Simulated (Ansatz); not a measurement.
# Cu (Copper): how the settings move a relaxation

How sensitive is a relaxation of Cu (Copper) to its settings? A reference run comes first, then one run with altered input.

Program: Ansatz 0.2.0. Level of theory: reference: DFT, PBEsol, PAW with Ansatz's default frozen-core files, scalar-relativistic; relaxation of cell and atoms. These are calculated values, not measurements.

## (1) The structure to begin with

The structure is cubic, space group Fm-3m (No. 225). The conventional cell has a = 3.615 Å, b = 3.615 Å, c = 3.615 Å, α = 90.00°, β = 90.00°, γ = 90.00°. Around Cu (site symmetry m-3m) lie 12 Cu at 2.56 Å.

Coordinates:

```
Cu
1.0
     0.00000    1.80750    1.80750
     1.80750    0.00000    1.80750
     1.80750    1.80750    0.00000
Cu
1
Direct
  0.00000 0.00000 0.00000
```

## (2) Reference

input.yaml reads:

```yaml
crystal:
  lattice:
    - [0.0, 1.8075, 1.8075]
    - [1.8075, 0.0, 1.8075]
    - [1.8075, 1.8075, 0.0]
  atoms:
    - { symbol: Cu, position: [0.0, 0.0, 0.0] }
kpoints:
  mp_grid: { grid: [24, 24, 24] }
scf:
  occupations: { method: fermi_dirac, width: 0.05 }
hamiltonian:
  xc: pbesol
  pseudopotentials: { kind: paw }
relax:
  f_tol: 0.002
  max_steps: 80
  cell: {}
output:
  forces: true
  stress: true
```

Launch:

```bash
$ ansatz run input.yaml --threads 2 --pin off --max-ram 5120MiB --backend cpu --events-out ev --progress --plain --runs-dir out
```

## (3) Changed: chi_scale 0.0, n_extra_bands 1

input.yaml: that of step 2 with these lines changed.

```diff
@@ -11,2 +11,4 @@
   occupations: { method: fermi_dirac, width: 0.05 }
+  initial_density: { chi_scale: 0.0 }
+  n_extra_bands: 1
 hamiltonian:
@@ -21 +23,5 @@
   stress: true
+  write_density: true
+  write_potential: true
+  elf: true
+  volumetric_format: npy
```

Before running it: what results should come out? Wanted: for each run, ending; energy change; pressure; gap; force.

The runs gave:

| run | ending | energy change | pressure (GPa) | gap (eV) | force (eV/Å) | cycles | time |
| --- | --- | --- | --- | --- | --- | --- | --- |
| reference | converged | 0 | 0.0 | 0.00 | 0.00 | 30 | 8.1 s |
| 1: chi_scale 0.0, n_extra_bands 1 | converged | 0.0 meV/atom | 0.0 | 0.00 | 0.00 | 28 | 8.2 s |

Times don't compare one to one where runs were asked for different outputs or read a saved state (see the inputs); cycles may leave out searches for a lower state.

What this shows: Same state: the changed start and band count leaves the energy within 0.5 meV/atom.
